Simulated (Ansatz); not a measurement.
Consider a frozen displacement of one atom of Na3Al, space group Fm-3m (the Ansatz DFT code, driven from Python).

`run_push.py`
```python
"""Energy and force of Na3Al as one atom is pushed off its site."""

import ansatz as az
import numpy as np

crystal = (
    az.Lattice.of((0.0, 3.833, 3.833), (3.833, 0.0, 3.833), (3.833, 3.833, 0.0))
    .atom("Na", (0.25, 0.25, 0.25))
    .atom("Na", (0.75, 0.75, 0.75))
    .atom("Na", (0.5, 0.5, 0.5))
    .atom("Al", (0.0, 0.0, 0.0))
)

inverse = np.linalg.inv(np.array(crystal.lattice.vectors))
home = np.array(crystal.sites[1].position)
values = np.linspace(-0.05, 0.05, 5)
energies, pulls = [], []
for shift in values:
    moved = crystal.move(1, to=home + shift * inverse[2])
    calculation = (
        moved.calculation()
        .basis(550)
        .occupations(az.OccupationsMethod.FERMI_DIRAC, width=0.1)
        .kpoints(5)
        .functional("PBEsol")
        .forces()
    )
    rep = calculation.run().report
    energies.append(rep["free_energy_ev"])
    pulls.append(rep["forces_ev_ang"][1][2])

# the force is minus the slope of the free energy
print("shift (A)   dE (eV)   force along z (eV/A)")
for shift, e, f in zip(values, energies, pulls):
    print(f"{shift:8.3f} {e - energies[2]:10.5f} {f:12.4f}")
print(f"stiffness from energies {2 * np.polyfit(values, energies, 2)[0]:.3f}, from forces {-np.polyfit(values, pulls, 1)[0]:.3f} eV/A^2")
```

How stiff is this displacement, and do energies and forces agree?

The curvature of the energy gives 1.385 eV/Å² and the slope of the force 1.385 eV/Å², a positive curvature.

The output:

```console
$ python run_push.py
shift (A)   dE (eV)   force along z (eV/A)
  -0.050    0.00173       0.0692
  -0.025    0.00043       0.0346
   0.000    0.00000       0.0000
   0.025    0.00043      -0.0346
   0.050    0.00173      -0.0692
stiffness from energies 1.385, from forces 1.385 eV/A^2
```

Reading the output:
- The mesh is modest for a metal, so energies can be off by several to tens of meV an atom and pressures by half a GPa or more; differences at equal mesh fare better.
- In a metal a curvature from energy changes of a few meV or less hangs on mesh and smearing, in size and even in sign.
- The structure comes from a database of computed cells and needn't be a stable or known phase.
- All periodic images of the atom move with it, so the curvature is one diagonal element of the zone-centre force constants and no normal mode; a positive value doesn't exclude soft modes in which several atoms move.
- Run time: 23 s on 1 thread of Arm Neoverse V1 (shared host), peak memory 0.44 GiB.

(Lines on the test bed's own set-up are left out of the output.)
